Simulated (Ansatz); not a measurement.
# P2PtC6N6: a short molecular-dynamics run

What does P2PtC6N6 do over 8 steps of 1 fs at constant energy, with velocities drawn for 1200 K? The cell is a randomly packed cell of 15 atoms, taken as it stands, without a relaxation.

Program: Ansatz 0.2.0. Level of theory: DFT PBE, plane waves, PAW, scalar-relativistic, no spin polarisation. These are calculated values, not measurements.

## 1. The starting structure

The cell holds 15 atoms (C6N6P2Pt): a = 7.250 Å, b = 6.148 Å, c = 6.195 Å, α = 91.15°, β = 87.32°, γ = 77.04°.

Coordinates:

```
CELL_PARAMETERS angstrom
7.18780 0.00076 0.94921
1.33160 5.98557 0.44351
-0.52065 -0.46826 6.15569
ATOMIC_POSITIONS crystal
Pt 0.01765 0.48205 0.77155
C 0.76789 0.06653 0.44247
C 0.19484 0.77963 0.49281
C 0.41623 0.54459 0.75273
C 0.65248 0.76033 0.62757
C 0.65660 0.80850 0.11672
C 0.31056 0.13134 0.52791
N 0.51037 0.54861 0.36386
N 0.56059 0.14494 0.78088
N 0.48413 0.19738 0.19566
N 0.28499 0.72135 0.10409
N 0.67436 0.41591 0.00963
N 0.26930 0.08567 0.95135
P 0.91842 0.01057 0.91156
P 0.00442 0.32065 0.26846
```

## 2. Molecular dynamics

input.yaml reads:

```yaml
crystal:
  lattice:
    - [7.187795, 0.000762, 0.949212]
    - [1.331603, 5.985571, 0.443515]
    - [-0.520646, -0.468259, 6.155689]
  atoms:
    - { symbol: Pt, position: [0.017647, 0.482052, 0.771547] }
    - { symbol: C, position: [0.767893, 0.06653, 0.442473] }
    - { symbol: C, position: [0.194836, 0.779634, 0.492808] }
    - { symbol: C, position: [0.416233, 0.544592, 0.752726] }
    - { symbol: C, position: [0.652478, 0.760327, 0.627572] }
    - { symbol: C, position: [0.656605, 0.808504, 0.116724] }
    - { symbol: C, position: [0.31056, 0.131339, 0.52791] }
    - { symbol: "N", position: [0.510366, 0.548614, 0.363862] }
    - { symbol: "N", position: [0.560593, 0.144937, 0.780876] }
    - { symbol: "N", position: [0.484129, 0.197379, 0.195663] }
    - { symbol: "N", position: [0.284988, 0.721351, 0.104093] }
    - { symbol: "N", position: [0.674361, 0.415912, 0.009627] }
    - { symbol: "N", position: [0.269298, 0.085666, 0.951355] }
    - { symbol: P, position: [0.918421, 0.010573, 0.91156] }
    - { symbol: P, position: [0.004422, 0.320646, 0.268457] }
kpoints:
  mp_grid: { grid: [2, 3, 3] }
magnetization:
  spin_polarized: false
scf:
  occupations: { method: gaussian, width: 0.1 }
  max_iter: 80
hamiltonian:
  pseudopotentials: { kind: paw }
  xc: pbe
basis:
  ecutwfc: "520 ev"
md:
  timestep: 1.0
  n_steps: 8
  ensemble: nve
  temperature: 1200.0
  initial_velocities: maxwell_boltzmann
  seed: 345194
```

The run is started by

```console
$ ansatz run input.yaml --threads 2 --pin off --max-ram 2560MiB --backend cpu --events-out ev --progress --plain --runs-dir out
```

Q: Predict the outcome of this session. Wanted: outcome.

The runs gave:

| quantity | value |
| --- | --- |
| outcome | refused |

What this shows: The run has to be repeated with the input mended.
